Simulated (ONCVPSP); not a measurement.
# An ONCV potential for Ho, from input to tests

Aim: build the potential from the settings below, then test how well it stands in for the atom: other configurations, scattering, ghost states and the plane-wave cutoff that it needs.

Method: ONCVPSP 4.0.1.1 (patched build), PBEsol, scalar-relativistic.

### Step 1. The design

Typed settings, in words:

```json
{"element": "holmium (Ho, Z = 67)", "type": "optimised norm-conserving Vanderbilt (ONCV)", "frozen core": "[Kr] 4d10", "valence charge": "21", "reference configuration": "4f11 5s2 5p6 (charge +2)", "partial waves": "5s: rc 2.00 bohr, ncon 3, nbas 7, qcut 7 1/bohr, 3 projectors, debl 0.8 Ha; 5p: rc 2.05 bohr, ncon 3, nbas 6, qcut 6.5 1/bohr, 2 projectors, debl 2.2 Ha; d scattering state at 0.09 Ha: rc 1.75 bohr, ncon 4, nbas 7, qcut 5.1 1/bohr, 2 projectors, debl 0.6 Ha; 4f: rc 1.35 bohr, ncon 3, nbas 8, qcut 10.3 1/bohr, 2 projectors, debl 3.9 Ha", "local potential": "polynomial inside 0.90 bohr (lpopt 5, dvloc0 2 Ha)", "core correction": "not asked for"}
```

The outer shells as boxes (Hund's rule for the drawing; the calculation is spin-unpolarised):

```
[Kr] core
4d [↑↓][↑↓][↑↓][↑↓][↑↓]
4f [↑↓][↑↓][↑↓][↑↓][↑ ][↑ ][↑ ]
5s [↑↓]
5p [↑↓][↑↓][↑↓]
```

### Step 2. The generation run

The input, Ho.dat:

```
# ATOM AND REFERENCE CONFIGURATION
# atsym  z   nc   nv     iexc    psfile
  Ho 67.00    9    3  -116133      upf
#
#   n    l    f
    1    0    2.00
    2    0    2.00
    2    1    6.00
    3    0    2.00
    3    1    6.00
    3    2   10.00
    4    0    2.00
    4    1    6.00
    4    2   10.00
    4    3   11.00
    5    0    2.00
    5    1    6.00
#
# PSEUDOPOTENTIAL AND OPTIMIZATION
# lmax
    3
#
#   l,   rc,      ep,       ncon, nbas, qcut
    0    2.00    0.00    3    7    7.00
    1    2.05    0.00    3    6    6.50
    2    1.75    0.09    4    7    5.10
    3    1.35    0.00    3    8   10.30
#
# LOCAL POTENTIAL
# lloc, lpopt,  rc(5),   dvloc0
    4    5    0.90    2.00
#
# VANDERBILT-KLEINMAN-BYLANDER PROJECTORs
# l, nproj, debl
    0    3    0.80
    1    2    2.20
    2    2    0.60
    3    2    3.90
#
# MODEL CORE CHARGE
# icmod, fcfact, rcfact
    0    0.00    0.00
#
# LOG DERIVATIVE ANALYSIS
# epsh1, epsh2, depsh
   -4.00    5.00    0.02
#
# OUTPUT GRID
# rlmax, drl
    6.00    0.01
#
# TEST CONFIGURATIONS
# ncnf
    4
# nvcnf
#   n    l    f
    4
    4    3   11.00
    5    0    2.00
    5    1    6.00
    6    0    2.00
#
    4
    4    3   11.00
    5    0    2.00
    5    1    6.00
    6    0    1.00
#
    3
    4    3   10.00
    5    0    2.00
    5    1    6.00
#
    4
    4    3   11.00
    5    0    1.00
    5    1    6.00
    6    0    2.00
#
```

Launch:

```
$ oncvpsp.x < Ho.dat > Ho.out
```

Q: Predict the outcome of this session. Wanted: cutoffs for 1 and 0.1 mHa per electron, occupied waves; bound ghosts; GHOST(+) flags; largest miss of a reference level; largest test error; largest phase difference near zero energy, channels read; projector energies reset by the program.

The runs gave:

| quantity | value |
| --- | --- |
| cutoffs for 1 and 0.1 mHa per electron, occupied waves | 61 Ha and 209 Ha |
| bound ghosts | s at -149.39 eV |
| GHOST(+) flags | p at 58 eV |
| largest miss of a reference level | 11 meV (4f) |
| largest test error (AE − PS) | +297 meV, for 4f10 5s2 5p6 |
| largest phase difference near zero energy, channels read | 0.001 rad |
| projector energies reset by the program | s: -2.378, 0.050, 0.850 Ha; d: 0.050, 0.650 Ha |

A bound ghost (s) makes it unfit for use: electrons can fall into a state that the atom doesn't have. The worst unpolarised test, 4f10 5s2 5p6, is off by 297 meV on 26.0 eV; by total energies transferability rates as poor. The potential is hard: the looser tolerance needs 61 Ha. The tighter tolerance needs 209 Ha, and converged work needs a cutoff nearer that. At the looser tolerance the 4f wave is the slowest; 5s needs 15 Ha. Near zero energy the phases of the channels with partial waves agree within 0.001 rad. The program also flags highly localised states, GHOST(+) (p). All of this concerns the isolated atom, not yet a solid.
